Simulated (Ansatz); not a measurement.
**FeSb (rocksalt): equation of state and elastic constants**

How stiff is FeSb (rocksalt)? Energies and pressures are computed at volumes on both sides of the relaxed cell and fitted, then the elastic tensor. This structure was made by substitution into a known type, so it needn't be the compound's stable form.

Program: Ansatz 0.2.0. Level of theory: DFT PBEsol, scalar-relativistic, plane waves, PAW. These are calculated values, not measurements.

## 1. The structure to begin with

The structure is cubic, space group Fm-3m (No. 225). The conventional cell has a = 5.266 Å, b = 5.266 Å, c = 5.266 Å, α = 90.00°, β = 90.00°, γ = 90.00°. Fe (site symmetry m-3m) is surrounded by 6 Sb at 2.63 Å. Sb (site symmetry m-3m) is surrounded by 6 Fe at 2.63 Å.

Structure file:

```cif
data_structure
_symmetry_space_group_name_H-M 'Fm-3m'
_symmetry_Int_Tables_number 225
_cell_length_a 5.2663
_cell_length_b 5.2663
_cell_length_c 5.2663
_cell_angle_alpha 90.000
_cell_angle_beta 90.000
_cell_angle_gamma 90.000
_cell_volume 146.05
loop_
_atom_site_label
_atom_site_type_symbol
_atom_site_symmetry_multiplicity
_atom_site_Wyckoff_symbol
_atom_site_fract_x
_atom_site_fract_y
_atom_site_fract_z
_atom_site_occupancy
Fe1 Fe 4 b 0.50000 0.00000 0.00000 1
Sb1 Sb 4 a 0.00000 0.00000 0.00000 1
```

This cell comes from an earlier session at PBEsol: 18.257 Å³/atom at 0.00 GPa, on a 10×10×10 mesh.

Volume factors to run: 0.980, 1.020, 0.960, 1.040.

## 2. Scaling the volume by 0.980

File input.yaml:

```yaml
crystal:
  lattice:
    - [0.0, 2.6154594305, 2.6154594305]
    - [2.6154594305, 0.0, 2.6154594305]
    - [2.6154594305, 2.6154594305, 0.0]
  atoms:
    - { symbol: Fe, position: [0.5, 0.5, 0.5], spin: 2.55 }
    - { symbol: Sb, position: [0.0, 0.0, 0.0] }
basis:
  ecutwfc: 420
  ecutrho_ratio: 4
kpoints:
  mp_grid: { grid: [10, 10, 10] }
hamiltonian:
  xc: pbesol
scf:
  occupations: { method: gaussian, width: 0.05 }
output:
  forces: true
  stress: true
  eigenvalues: true
  populations: true
magnetization:
  spin_polarized: true
```

The runs that follow: Scaling the volume by 1.020; Volume × 0.960; At 1.040 of the relaxed volume; The elastic tensor from strained cells.

Before running it: what results should come out? Wanted: fit; C11, C12, C44.

The runs gave:

| quantity | value |
| --- | --- |
| fit | poor, no modulus quoted |
| C11, C12, C44 | 254, 35, -13 GPa |

What this shows: The points don't follow one smooth curve, or give an unlikely pressure derivative, as when the electronic state or the structure changes between volumes; no modulus is quoted. The tensor has a negative eigenvalue (-13 GPa), so the cell is mechanically unstable at this level. These are values at 0 K without zero-point motion. Spin–orbit coupling is left out, though the cell holds Sb; it can open a gap where p bands cross.
